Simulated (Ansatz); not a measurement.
## Ge, space group P6_3/mmc: a relaxation followed by a look at the electronic structure, step by step

Program: the Python package of Ansatz (0.2.0).

Typed at the interpreter:
```pycon
>>> import warnings
>>> import ansatz as az
>>> import numpy as np
>>> from pymatgen.core import Lattice, Structure
>>> from pymatgen.io.ase import AseAtomsAdaptor
>>> def count_gap(report):
...     # lowest empty less highest filled band, counting bands; zero where they overlap
...     return max(report.get("gap_by_band_count_ev") or 0.0, 0.0)
...
>>> def configured(crystal, spacing):
...     return (
...         crystal.calculation()
...         .basis(38 * az.Ry)
...         .occupations(az.OccupationsMethod.FERMI_DIRAC, width=0.1)
...         .functional("lda")
...         .scf(tolerance=1e-09)
...         .kpoints(spacing=spacing)
...     )
...
>>> warnings.simplefilter("ignore", az.DeckWarning)
>>> pmg_structure = Structure(
...     Lattice([(3.997586, 0.0, 0.0), (-1.998793, 3.462011, 0.0), (0.0, 0.0, 6.599378)]),
...     ["Ge", "Ge", "Ge", "Ge"],
...     [
...         (2 / 3, 1 / 3, 0.062901),
...         (1 / 3, 2 / 3, 0.562901),
...         (2 / 3, 1 / 3, 0.437099),
...         (1 / 3, 2 / 3, 0.937099),
...     ],
... )
>>> system = az.Crystal.from_ase(AseAtomsAdaptor.get_atoms(pmg_structure))
>>> relaxed = configured(system, 0.3).relax(cell=True, force_tolerance=0.02, max_steps=40).checkpoint(write="relax.run").run(threads=1, backend="cpu")
>>> cell = np.asarray(relaxed.lattice.cell_ang)
>>> print("relaxed edges (A):", np.linalg.norm(cell, axis=1).round(4), " volume:", round(abs(np.linalg.det(cell)), 3), "A^3")
relaxed edges (A): [3.9641 3.9641 6.52  ]  volume: 88.728 A^3
>>> for site in relaxed.lattice.sites:
...     print(" ", site.symbol, np.round(site.position_frac, 4) + 0.0)
...
  Ge [0.6667 0.3333 0.0627]
  Ge [0.3333 0.6667 0.5627]
  Ge [0.6667 0.3333 0.4373]
  Ge [0.3333 0.6667 0.9373]
>>> final = az.Crystal.from_checkpoint("relax.run")
>>> result = configured(final, 0.22).functional("pbesol").stress().band_table().density_of_states(energy_step=0.05).run(threads=1, backend="cpu")
>>> summary = result.report
>>> result.lattice.cell_ang
array([[ 3.96408628e+00,  1.82357628e-33, -8.54801382e-35],
       [-1.98204314e+00,  3.43299942e+00, -1.30770357e-18],
       [-1.41114099e-34, -2.49277952e-18,  6.51996290e+00]])
>>> summary["n_kpoints"], summary["n_symmetry_ops"], summary["n_pw"]
(36, 24, 2347)
>>> summary["converged"], summary["free_energy_ev"]
(True, -17013.91030185595)
>>> dos = result.density_of_states()
>>> print(f"pressure at the relaxed cell {np.trace(summary['stress_gpa']) / 3:.3f} GPa, gap by band count {count_gap(summary):.3f} eV")
pressure at the relaxed cell 2.034 GPa, gap by band count 0.000 eV
>>> if count_gap(summary) == 0:
...     print("states/eV at the Fermi level:", round(float(np.interp(dos.fermi_ev, dos.energies_ev, dos.spin_summed_g_bin_mean_per_ev)), 3))
...
states/eV at the Fermi level: 0.016
```

What to keep in mind:
- Total energies depend on the potentials; only differences at equal settings carry meaning. A total without «per atom» is that of the whole cell that was run.
- The zero of the levels is a convention of the potentials, so an absolute Fermi energy is no work function.
- The program warned that this SCF threshold is loose for forces or stresses.
- A gap by band count of zero or less means overlapping bands, a metal.
- Semilocal functionals can close the gap of narrow semiconductors, so an overlap this small needn't be real.
- This isn't the structure that Ge takes at ambient conditions.
- Levels are Kohn-Sham eigenvalues on this mesh, without spin-orbit coupling.
- Where the second run takes another functional or mesh than the relaxation, its pressure isn't zero; pressure is positive in compression.
- The computed bands are complete only to about 3.7 eV above the Fermi level; beyond that the density of states is undercounted.
- The script silences the warnings on its input, which a real study should read.
- Run time: 38 s on 1 thread of Intel(R) Xeon(R) Platinum 8259CL CPU @ 2.50GHz (Skylake/Cascade Lake), on a shared host, peak memory 0.57 GiB.
